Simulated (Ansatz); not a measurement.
# AlP with a defect (Sn on a P site): a single-point run

The task is a single point on AlP with a defect (Sn on a P site) that gives the gradients at the nuclei.

The COD entry's cell or inner coordinates are ideal or old and differ from later refinements, so a difference from it is no clean test against experiment.

Program: Ansatz 0.2.0. Level of theory: DFT, PBE, plane-wave PAW, default files, scalar-relativistic. These are calculated values, not measurements.

### 1 Starting point

The structure is cubic, space group F-43m (No. 216). Conventional cell: a = 16.353 Å, b = 16.353 Å, c = 16.353 Å, α = 90.00°, β = 90.00°, γ = 90.00°. Al (site symmetry 3m) is surrounded by 1 Sn at 2.36 Å and 3 P at 2.36 Å. Al (site symmetry 2mm) is surrounded by 4 P at 2.36 Å. Around Al (site symmetry m) lie 4 P at 2.36 Å. Al (site symmetry -43m) is surrounded by 4 P at 2.36 Å. Around Al (site symmetry 3m) lie 4 P at 2.36 Å. Around Sn (site symmetry -43m) lie 4 Al at 2.36 Å. Around P (site symmetry m) lie 4 Al at 2.36 Å. P (site symmetry 3m) has 4 Al at 2.36 Å as nearest neighbours. Only part of the 10 independent sites is listed.

The input asks for a charge of -1 e on the cell.

As a file:

```
CELL_PARAMETERS angstrom
0.00000 8.17650 8.17650
8.17650 0.00000 8.17650
8.17650 8.17650 0.00000
ATOMIC_POSITIONS crystal
Al 0.00000 0.00000 0.00000
Al 0.00000 0.00000 0.33333
Al 0.00000 0.00000 0.66667
Al 0.00000 0.33333 0.00000
Al 0.00000 0.33333 0.33333
Al 0.00000 0.33333 0.66667
Al 0.00000 0.66667 0.00000
Al 0.00000 0.66667 0.33333
Al 0.00000 0.66667 0.66667
Al 0.33333 0.00000 0.00000
Al 0.33333 0.00000 0.33333
Al 0.33333 0.00000 0.66667
Al 0.33333 0.33333 0.00000
Al 0.33333 0.33333 0.33333
Al 0.33333 0.33333 0.66667
Al 0.33333 0.66667 0.00000
Al 0.33333 0.66667 0.33333
Al 0.33333 0.66667 0.66667
Al 0.66667 0.00000 0.00000
Al 0.66667 0.00000 0.33333
Al 0.66667 0.00000 0.66667
Al 0.66667 0.33333 0.00000
Al 0.66667 0.33333 0.33333
Al 0.66667 0.33333 0.66667
Al 0.66667 0.66667 0.00000
Al 0.66667 0.66667 0.33333
Al 0.66667 0.66667 0.66667
Sn 0.08333 0.08333 0.08333
P 0.08333 0.08333 0.41667
P 0.08333 0.08333 0.75000
P 0.08333 0.41667 0.08333
P 0.08333 0.41667 0.41667
P 0.08333 0.41667 0.75000
P 0.08333 0.75000 0.08333
P 0.08333 0.75000 0.41667
P 0.08333 0.75000 0.75000
P 0.41667 0.08333 0.08333
P 0.41667 0.08333 0.41667
P 0.41667 0.08333 0.75000
P 0.41667 0.41667 0.08333
P 0.41667 0.41667 0.41667
P 0.41667 0.41667 0.75000
P 0.41667 0.75000 0.08333
P 0.41667 0.75000 0.41667
P 0.41667 0.75000 0.75000
P 0.75000 0.08333 0.08333
P 0.75000 0.08333 0.41667
P 0.75000 0.08333 0.75000
P 0.75000 0.41667 0.08333
P 0.75000 0.41667 0.41667
P 0.75000 0.41667 0.75000
P 0.75000 0.75000 0.08333
P 0.75000 0.75000 0.41667
P 0.75000 0.75000 0.75000
```

### 2 Input and run

input.yaml reads:

```yaml
crystal:
  lattice:
    - [0.0, 8.1765, 8.1765]
    - [8.1765, 0.0, 8.1765]
    - [8.1765, 8.1765, 0.0]
  atoms:
    - { symbol: Al, position: [0.0, 0.0, 0.0] }
    - { symbol: Al, position: [0.0, 0.0, 0.3333333333] }
    - { symbol: Al, position: [0.0, 0.0, 0.6666666667] }
    - { symbol: Al, position: [0.0, 0.3333333333, 0.0] }
    - { symbol: Al, position: [0.0, 0.3333333333, 0.3333333333] }
    - { symbol: Al, position: [0.0, 0.3333333333, 0.6666666667] }
    - { symbol: Al, position: [0.0, 0.6666666667, 0.0] }
    - { symbol: Al, position: [0.0, 0.6666666667, 0.3333333333] }
    - { symbol: Al, position: [0.0, 0.6666666667, 0.6666666667] }
    - { symbol: Al, position: [0.3333333333, 0.0, 0.0] }
    - { symbol: Al, position: [0.3333333333, 0.0, 0.3333333333] }
    - { symbol: Al, position: [0.3333333333, 0.0, 0.6666666667] }
    - { symbol: Al, position: [0.3333333333, 0.3333333333, 0.0] }
    - { symbol: Al, position: [0.3333333333, 0.3333333333, 0.3333333333] }
    - { symbol: Al, position: [0.3333333333, 0.3333333333, 0.6666666667] }
    - { symbol: Al, position: [0.3333333333, 0.6666666667, 0.0] }
    - { symbol: Al, position: [0.3333333333, 0.6666666667, 0.3333333333] }
    - { symbol: Al, position: [0.3333333333, 0.6666666667, 0.6666666667] }
    - { symbol: Al, position: [0.6666666667, 0.0, 0.0] }
    - { symbol: Al, position: [0.6666666667, 0.0, 0.3333333333] }
    - { symbol: Al, position: [0.6666666667, 0.0, 0.6666666667] }
    - { symbol: Al, position: [0.6666666667, 0.3333333333, 0.0] }
    - { symbol: Al, position: [0.6666666667, 0.3333333333, 0.3333333333] }
    - { symbol: Al, position: [0.6666666667, 0.3333333333, 0.6666666667] }
    - { symbol: Al, position: [0.6666666667, 0.6666666667, 0.0] }
    - { symbol: Al, position: [0.6666666667, 0.6666666667, 0.3333333333] }
    - { symbol: Al, position: [0.6666666667, 0.6666666667, 0.6666666667] }
    - { symbol: Sn, position: [0.0833333333, 0.0833333333, 0.0833333333] }
    - { symbol: P, position: [0.0833333333, 0.0833333333, 0.4166666667] }
    - { symbol: P, position: [0.0833333333, 0.0833333333, 0.75] }
    - { symbol: P, position: [0.0833333333, 0.4166666667, 0.0833333333] }
    - { symbol: P, position: [0.0833333333, 0.4166666667, 0.4166666667] }
    - { symbol: P, position: [0.0833333333, 0.4166666667, 0.75] }
    - { symbol: P, position: [0.0833333333, 0.75, 0.0833333333] }
    - { symbol: P, position: [0.0833333333, 0.75, 0.4166666667] }
    - { symbol: P, position: [0.0833333333, 0.75, 0.75] }
    - { symbol: P, position: [0.4166666667, 0.0833333333, 0.0833333333] }
    - { symbol: P, position: [0.4166666667, 0.0833333333, 0.4166666667] }
    - { symbol: P, position: [0.4166666667, 0.0833333333, 0.75] }
    - { symbol: P, position: [0.4166666667, 0.4166666667, 0.0833333333] }
    - { symbol: P, position: [0.4166666667, 0.4166666667, 0.4166666667] }
    - { symbol: P, position: [0.4166666667, 0.4166666667, 0.75] }
    - { symbol: P, position: [0.4166666667, 0.75, 0.0833333333] }
    - { symbol: P, position: [0.4166666667, 0.75, 0.4166666667] }
    - { symbol: P, position: [0.4166666667, 0.75, 0.75] }
    - { symbol: P, position: [0.75, 0.0833333333, 0.0833333333] }
    - { symbol: P, position: [0.75, 0.0833333333, 0.4166666667] }
    - { symbol: P, position: [0.75, 0.0833333333, 0.75] }
    - { symbol: P, position: [0.75, 0.4166666667, 0.0833333333] }
    - { symbol: P, position: [0.75, 0.4166666667, 0.4166666667] }
    - { symbol: P, position: [0.75, 0.4166666667, 0.75] }
    - { symbol: P, position: [0.75, 0.75, 0.0833333333] }
    - { symbol: P, position: [0.75, 0.75, 0.4166666667] }
    - { symbol: P, position: [0.75, 0.75, 0.75] }
total_charge: -1
kpoints:
  mp_grid: { grid: [2, 2, 2] }
scf:
  occupations: { method: fermi_dirac, width: 0.01 }
  max_iter: 100
hamiltonian:
  xc: pbe
  pseudopotentials: { kind: paw }
output:
  forces: true
  stress: true
  populations: true
  efg:
    quadrupole_moments_barn: { Al: 0.1466, Sn: -0.132 }
    contact_densities: true
magnetization:
  spin_polarized: true
  initial_magnetization: 7
```

Started as:

```sh
$ ansatz run input.yaml --threads 1 --pin off --max-ram 3072MiB --backend cpu --events-out ev --progress --plain --runs-dir out
```

Q: Will this input give a usable result? If not, why, and what should change?

The run converged and reported no error, with warnings (gradients without spin orbit, seeded moment not kept). It gives a largest force of 2.1 eV/Å, which is large; a structure far from rest gives such values too, whatever the setting.

The suspect setting: magnetization.spin_polarized is true; magnetization.initial_magnetization is 7. The risk: unrealistic starting moment. The run ends with a total moment of 0.00 μB. It still converged here, which does not make the setting sound.

To check: delete magnetization.spin_polarized and magnetization.initial_magnetization (the default then holds).
